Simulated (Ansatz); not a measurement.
# C9H14O3S2 (dimethylphenylsulfonium mesylate): the cost of one run

Method: RKS PBE0-D4/def2-SVP; program: Ansatz 0.2.0, Gaussian basis.

Levels to be run: relaxation at PBE0-D4/def2-SVP; a single point at PBE0-D4/def2-TZVP.

4 further runs of the same task are left out: 4 that didn't finish. Runs told in other sessions of the task aren't counted.

## (1) Starting geometry

SMILES `CS(=O)(=O)[O-].C[S+](C)c1ccccc1`, 28 atoms, charge 0, spin multiplicity 1.

Atoms are counted from 1 here; the program's logs count them from 0.

Bond lengths: C1–S2 1.808 Å, C1–H6 1.081 Å, C1–H7 1.080 Å, C1–H8 1.081 Å, S2–O3 1.455 Å, S2–O4 1.440 Å, S2–O5 1.507 Å, C9–S10 1.867 Å, C9–H18 1.085 Å, C9–H19 1.084 Å, C9–H20 1.084 Å, S10–C11 1.806 Å, S10–C12 1.792 Å, C11–H21 1.085 Å, C11–H22 1.092 Å, C11–H23 1.084 Å, C12–C13 1.384 Å, C12–C17 1.381 Å and more. Angles: S2–C1–H6 107.7°, S2–C1–H7 107.5°, S2–C1–H8 107.1°, H6–C1–H7 111.5°, H6–C1–H8 111.3°, H7–C1–H8 111.4°, C1–S2–O3 107.0°, C1–S2–O4 107.8°, C1–S2–O5 102.5°, O3–S2–O4 115.3°, O3–S2–O5 110.6°, O4–S2–O5 112.7°, S10–C9–H18 107.5°, S10–C9–H19 108.7°, S10–C9–H20 111.5°, H18–C9–H19 109.1°, H18–C9–H20 109.5°, H19–C9–H20 110.4° and more.

Geometry (Å):

```
C    -1.4599    0.0180   -3.5523
S    -0.7153    0.2838   -1.9268
O     0.7272    0.2332   -2.1071
O    -1.2260    1.5245   -1.4052
O    -1.1935   -0.9145   -1.1484
H    -1.1442   -0.9538   -3.9039
H    -2.5322    0.0665   -3.4309
H    -1.1009    0.8056   -4.1996
C     0.5312   -2.1908    2.2145
S    -0.2725   -1.6292    0.6255
C     1.0955   -2.1223   -0.4455
C    -0.0126    0.1125    0.9600
C    -1.1032    0.8119    1.4473
C    -0.9870    2.1654    1.7033
C     0.2143    2.8108    1.4659
C     1.2977    2.1015    0.9795
C     1.1931    0.7437    0.7261
H    -0.1576   -1.9709    3.0230
H     0.6901   -3.2621    2.1641
H     1.4694   -1.6772    2.3891
H     0.7932   -3.0512   -0.9176
H     1.1993   -1.3446   -1.2056
H     2.0020   -2.2645    0.1308
H    -2.0411    0.2998    1.5936
H    -1.8405    2.7165    2.0669
H     0.3024    3.8715    1.6448
H     2.2305    2.6067    0.7792
H     2.0405    0.2094    0.3292
```

The start is a GFN2-xTB geometry.

## (2) Relaxation at PBE0-D4/def2-SVP

Input file in.yaml:

```yaml
crystal:
  periodic: [false, false, false]
  atoms:
    - {symbol: C, position_ang: [-1.459900, 0.017960, -3.552340]}
    - {symbol: S, position_ang: [-0.715300, 0.283750, -1.926800]}
    - {symbol: O, position_ang: [0.727190, 0.233170, -2.107140]}
    - {symbol: O, position_ang: [-1.225950, 1.524480, -1.405180]}
    - {symbol: O, position_ang: [-1.193470, -0.914500, -1.148410]}
    - {symbol: H, position_ang: [-1.144220, -0.953810, -3.903920]}
    - {symbol: H, position_ang: [-2.532170, 0.066500, -3.430870]}
    - {symbol: H, position_ang: [-1.100890, 0.805600, -4.199550]}
    - {symbol: C, position_ang: [0.531250, -2.190760, 2.214540]}
    - {symbol: S, position_ang: [-0.272530, -1.629210, 0.625510]}
    - {symbol: C, position_ang: [1.095520, -2.122250, -0.445520]}
    - {symbol: C, position_ang: [-0.012600, 0.112500, 0.960000]}
    - {symbol: C, position_ang: [-1.103170, 0.811890, 1.447320]}
    - {symbol: C, position_ang: [-0.987020, 2.165350, 1.703340]}
    - {symbol: C, position_ang: [0.214260, 2.810800, 1.465940]}
    - {symbol: C, position_ang: [1.297720, 2.101490, 0.979530]}
    - {symbol: C, position_ang: [1.193080, 0.743680, 0.726100]}
    - {symbol: H, position_ang: [-0.157600, -1.970920, 3.023010]}
    - {symbol: H, position_ang: [0.690050, -3.262100, 2.164150]}
    - {symbol: H, position_ang: [1.469390, -1.677200, 2.389110]}
    - {symbol: H, position_ang: [0.793200, -3.051210, -0.917580]}
    - {symbol: H, position_ang: [1.199340, -1.344590, -1.205610]}
    - {symbol: H, position_ang: [2.002020, -2.264550, 0.130810]}
    - {symbol: H, position_ang: [-2.041140, 0.299800, 1.593570]}
    - {symbol: H, position_ang: [-1.840520, 2.716550, 2.066850]}
    - {symbol: H, position_ang: [0.302450, 3.871500, 1.644790]}
    - {symbol: H, position_ang: [2.230490, 2.606740, 0.779160]}
    - {symbol: H, position_ang: [2.040520, 0.209350, 0.329180]}
basis:
  gaussian: {orbitals: def2-SVP}
hamiltonian: {xc: pbe0, dispersion: d4}
scf: {lower_state_search: "off"}
output: {orbitals: {seedname: orbitals}}
relax: {f_tol: 0.03, max_steps: 70}
```

Run with:

```sh
$ ansatz run in.yaml --threads 4 --pin off --events-out ev --progress --plain --max-ram 6963MiB
```

Q: Estimate wall time and peak memory on 4 threads of Arm Neoverse V2, shared host.

About 1.8 min, with a peak of 1.4 GiB.
